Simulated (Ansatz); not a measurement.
# CH3BOS (SMILES OB1CS1): single points off equilibrium

An exercise on one series of results from a longer session: the logs are not shown, and one member is left open.

Computed with Ansatz 0.2.0, Gaussian basis. Level: single points in def2-TZVPP.

Cores are frozen in the correlated methods.

1 further run of the same task is left out (it didn't finish).

## The system as given

SMILES `OB1CS1`, 7 atoms, charge 0, spin multiplicity 1.

Atoms are counted from 1 here; the program's logs count them from 0.

Bond lengths: O1–B2 1.289 Å, O1–H5 0.960 Å, B2–C3 1.460 Å, B2–S4 1.789 Å, C3–S4 1.845 Å, C3–H6 1.104 Å, C3–H7 1.106 Å. Angles: B2–O1–H5 132.5°, O1–B2–C3 153.9°, O1–B2–S4 137.6°, C3–B2–S4 68.3°, B2–C3–S4 64.3°, B2–C3–H6 129.6°, B2–C3–H7 115.0°, S4–C3–H6 115.5°, S4–C3–H7 113.5°, H6–C3–H7 110.3°, B2–S4–C3 47.3°.

Coordinates:

```xyz
7
charge 0, multiplicity 1
O    -1.0623    1.1491   -0.7187
B    -0.3099    0.2247   -0.2274
C     0.8375   -0.2676    0.5295
S    -0.3491   -1.5555   -0.0522
H    -1.9234    1.1274   -1.1434
H     1.0234   -0.2496    1.6180
H     1.7956   -0.2682   -0.0231
```

The first run:

File run/in.yaml:

```yaml
crystal:
  periodic: [false, false, false]
  atoms:
    - {symbol: O, position_ang: [-1.062287, 1.149135, -0.718666]}
    - {symbol: B, position_ang: [-0.309873, 0.224658, -0.227379]}
    - {symbol: C, position_ang: [0.837486, -0.267618, 0.529530]}
    - {symbol: S, position_ang: [-0.349077, -1.555483, -0.052233]}
    - {symbol: H, position_ang: [-1.923389, 1.127390, -1.143389]}
    - {symbol: H, position_ang: [1.023360, -0.249620, 1.618035]}
    - {symbol: H, position_ang: [1.795620, -0.268227, -0.023069]}
basis:
  gaussian: {orbitals: def2-TZVPP}
hamiltonian: {xc: pbe, dispersion: d4}
output: {forces: true}
```

Started as:

```
ansatz run in.yaml --threads 2 --pin off --events-out ev --progress --plain --max-ram 3481MiB
```

Steps of the session up to this table: PBE-D4/def2-TZVPP; r2SCAN-D4/def2-TZVPP; PBE0-D4/def2-TZVPP; wB97M-V/def2-TZVPP; CCSD(T)/def2-TZVPP.

One table of the session follows, with a row left open; its other results are not shown here.

| method | RMS force component (eV/Å) | angle to CCSD(T) forces (°) | dipole (D) |
| --- | --- | --- | --- |
| PBE-D4 | 1.137 | 8.1 | 1.74 |
| r2SCAN-D4 | 1.126 | 3.1 | 1.81 |
| PBE0-D4 | ? | ? | ? |
| wB97M-V | 1.151 | 3.4 | 1.79 |
| CCSD(T) | 1.276 | reference | 1.73 |

Estimate the missing values for PBE0-D4.

As computed: RMS force component (eV/Å): 1.111; angle to CCSD(T) forces (°): 5.6; dipole (D): 1.76. In the column «RMS force component (eV/Å)» it is the lowest.
